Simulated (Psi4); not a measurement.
# SnH4S (SMILES [SH][SnH3]): CAM-B3LYP/def2-TZVP (core potential, sweep point 3)

What is the vertical electron affinity of SnH4S at CAM-B3LYP/def2-TZVP (core potential, sweep point 3)? Input form: a Python script.

The results are computed with Psi4 1.11.

### Step 1. The structure to begin with

SnH4S: 6 atoms, total charge 0, spin state singlet. SMILES: `[SH][SnH3]`. Geometry: relaxed at PBE0-D4/def2-TZVP.

Bond lengths: S1–Sn2 2.406 Å, S1–H3 1.343 Å, Sn2–H4 1.706 Å, Sn2–H5 1.706 Å, Sn2–H6 1.701 Å. Angles: S1–Sn2–H4 109.4°, S1–Sn2–H5 109.5°, S1–Sn2–H6 104.7°, Sn2–S1–H3 93.9°, H4–Sn2–H5 110.2°, H4–Sn2–H6 111.4°, H5–Sn2–H6 111.4°.

### Step 2. A single-point energy at CAM-B3LYP/def2-TZVP (core potential, sweep point 3)

The input, run.py:

```python
import psi4

psi4.set_memory('1600 MB')
psi4.set_num_threads(1)
psi4.core.set_output_file('output.dat', False)

geom = psi4.geometry("""
0 1
S      1.95454373    -1.71076906     2.38426745
Sn    -0.58959455     0.86209306    -0.36736276
H      2.14786271    -3.61334532     0.71526134
H     -3.30815455    -0.70883627    -1.09509629
H      1.06448273     1.52444206    -3.05323050
H     -1.18939362     3.52547306     1.32866644
units bohr
symmetry c1
""")

options = {'basis': 'def2-TZVP', 'reference': 'rks', 'puream': True, 'scf_type': 'pk', 'dft_radial_points': 99, 'dft_spherical_points': 590}
psi4.set_options(options)

E, wfn = psi4.energy('cam-b3lyp', return_wfn=True)
print(f'cam-b3lyp energy: {E:.10f} Eh')
```

Command:

```bash
$ python run.py
```

output.dat:

```text
[...]
    !!!  WARNING: ECP capability is in beta. Please check occupations closely.  !!!
[...]
  Running in c1 symmetry.
[...]
  Nuclear repulsion =  116.934173834734835
[...]
  Multiplicity = 1
[...]
  Nalpha       = 21
  Nbeta        = 21
[...]
    Number of basis functions: 111
[...]
 WARNING: Atomic UHF is not converging! Try casting from a smaller basis or call Rob at CCMST.
   -------------------------
[...]
   @RKS iter   1:  -614.74013993421386   -1.35191e+00   5.73454e-03 ADIIS/DIIS
[...]
   @RKS iter   8:  -614.90063619365810   -1.91175e-08   4.41657e-07 DIIS
[...]
    Orbital Energies [Eh]
    ---------------------
    Doubly Occupied:
       1A    -88.919074     2A     -7.998349     3A     -5.961608
       4A     -5.959076     5A     -5.953906     6A     -5.189883
       7A     -3.533515     8A     -3.530804     9A     -3.530438
      10A     -1.114511    11A     -1.112599    12A     -1.112078
      13A     -1.107660    14A     -1.107571    15A     -0.797613
      16A     -0.596384    17A     -0.466904    18A     -0.404569
      19A     -0.396887    20A     -0.368332    21A     -0.314956
[...]
  @RKS Final Energy:  -614.90063619365810
   => Energetics <=
    Nuclear Repulsion Energy =            116.9341738347348354
    One-Electron Energy =               -1161.8768762890238122
    Two-Electron Energy =                 463.6552032034459785
    DFT Exchange-Correlation Energy =     -33.6131369428149966
    Empirical Dispersion Energy =           0.0000000000000000
    VV10 Nonlocal Energy =                  0.0000000000000000
    Total Energy =                       -614.9006361936579879
[...]
 Multipole Moments:
 ------------------------------------------------------------------------------------
     Multipole            Electronic (a.u.)      Nuclear  (a.u.)        Total (a.u.)
 ------------------------------------------------------------------------------------
 L = 1.  Multiply by 2.5417464519 to convert [e a0] to [Debye]
 Dipole X            :        -19.8684393           19.5751553           -0.2932841
 Dipole Y            :         21.0868436          -20.9875099            0.0993336
 Dipole Z            :        -20.3974609           19.8635170           -0.5339438
 Magnitude           :                                                    0.6172348
[...]
```

The script printed:

```text
cam-b3lyp energy: -614.9006361937 Eh
```

Wall time 31 s (1 thread of Intel Xeon Platinum 8259CL at 2.50GHz (Skylake/Cascade Lake), shared host); peak memory 0.8 GiB.

### Step 3. The doublet anion at the same level

The input, run.py:

```python
import psi4

psi4.set_memory('1600 MB')
psi4.set_num_threads(1)
psi4.set_output_file('output.dat', False)

mol = psi4.geometry("""
-1 2
S      1.95454373    -1.71076906     2.38426745
Sn    -0.58959455     0.86209306    -0.36736276
H      2.14786271    -3.61334532     0.71526134
H     -3.30815455    -0.70883627    -1.09509629
H      1.06448273     1.52444206    -3.05323050
H     -1.18939362     3.52547306     1.32866644
units bohr
symmetry c1
""")

psi4.set_options({
    'basis': 'def2-TZVP',
    'reference': 'uks',
    'puream': True,
    'scf_type': 'pk',
    'dft_radial_points': 99,
    'dft_spherical_points': 590,
    'maxiter': 150,
})

result, w = psi4.energy("cam-b3lyp", molecule=mol, return_wfn=True)
print(f'cam-b3lyp energy: {result:.10f} Eh')
```

Command:

```bash
$ python run.py
```

output.dat:

```text
[...]
    !!!  WARNING: ECP capability is in beta. Please check occupations closely.  !!!
[...]
  Running in c1 symmetry.
[...]
  Nuclear repulsion =  116.934173834734835
[...]
  Multiplicity = 2
[...]
  Nalpha       = 22
  Nbeta        = 21
[...]
    Number of basis functions: 111
[...]
 WARNING: Atomic UHF is not converging! Try casting from a smaller basis or call Rob at CCMST.
   -------------------------
[...]
   @UKS iter   1:  -614.53131712288780   -1.14309e+00   7.24130e-03 DIIS/ADIIS
[...]
   @UKS iter  12:  -614.86360436510449   -1.65177e-07   5.48376e-07 DIIS
[...]
   @S^2 Observed:                7.526404136E-01
[...]
    Orbital Energies [Eh]
    ---------------------
    Alpha Occupied:
       1A    -88.713860     2A     -7.795620     3A     -5.758788
       4A     -5.755848     5A     -5.751474     6A     -4.983767
       7A     -3.326509     8A     -3.325002     9A     -3.324805
      10A     -0.908641    11A     -0.907298    12A     -0.907225
      13A     -0.902589    14A     -0.902324    15A     -0.608701
      16A     -0.407261    17A     -0.281123    18A     -0.217824
      19A     -0.211869    20A     -0.187981    21A     -0.129269
      22A      0.062902
    Alpha Virtual:
      23A      0.210197    24A      0.217339    25A      0.223982
[...]
  @UKS Final Energy:  -614.86360436510449
   => Energetics <=
    Nuclear Repulsion Energy =            116.9341738347348354
    One-Electron Energy =               -1170.2070854847613646
    Two-Electron Energy =                 472.1345773696339734
    DFT Exchange-Correlation Energy =     -33.7252700847119016
    Empirical Dispersion Energy =           0.0000000000000000
    VV10 Nonlocal Energy =                  0.0000000000000000
    Total Energy =                       -614.8636043651046066
[...]
 Multipole Moments:
 ------------------------------------------------------------------------------------
     Multipole            Electronic (a.u.)      Nuclear  (a.u.)        Total (a.u.)
 ------------------------------------------------------------------------------------
 L = 1.  Multiply by 2.5417464519 to convert [e a0] to [Debye]
 Dipole X            :        -19.6169207           19.5751553           -0.0417655
 Dipole Y            :         20.9118011          -20.9875099           -0.0757088
 Dipole Z            :        -20.0367430           19.8635170           -0.1732259
 Magnitude           :                                                    0.1936063
[...]
```

The script printed:

```text
cam-b3lyp energy: -614.8636043651 Eh
```

Wall time 57 s (1 thread of Intel Xeon Platinum 8259CL at 2.50GHz (Skylake/Cascade Lake), shared host); peak memory 0.8 GiB.

### Step 4. What came out

Level: CAM-B3LYP/def2-TZVP (core potential, sweep point 3).

| quantity | value |
| --- | --- |
| singlet SnH4S: total energy | -614.90064 Eh |
| singlet SnH4S: dipole moment | 1.57 D |
| singlet SnH4S: HOMO energy | -8.57 eV |
| singlet SnH4S: LUMO energy | 0.29 eV |
| singlet SnH4S: HOMO–LUMO gap | 8.86 eV |
| doublet anion: total energy | -614.86360 Eh |
| doublet anion: HOMO energy (highest over α and β) | 1.71 eV |
| doublet anion: LUMO energy (lowest over α and β) | 5.02 eV |
| doublet anion: ⟨S²⟩ | 0.753 |
| vertical electron affinity (to the doublet anion) | -1.008 eV |

The anion lies 1.01 eV (97 kJ/mol) above the neutral: the electron isn't bound at this level, and such a value depends on the basis. Without diffuse functions anions come out too high. The HOMO (doublet anion) lies at positive energy, 1.71 eV; only total energies tell whether the electron is bound.
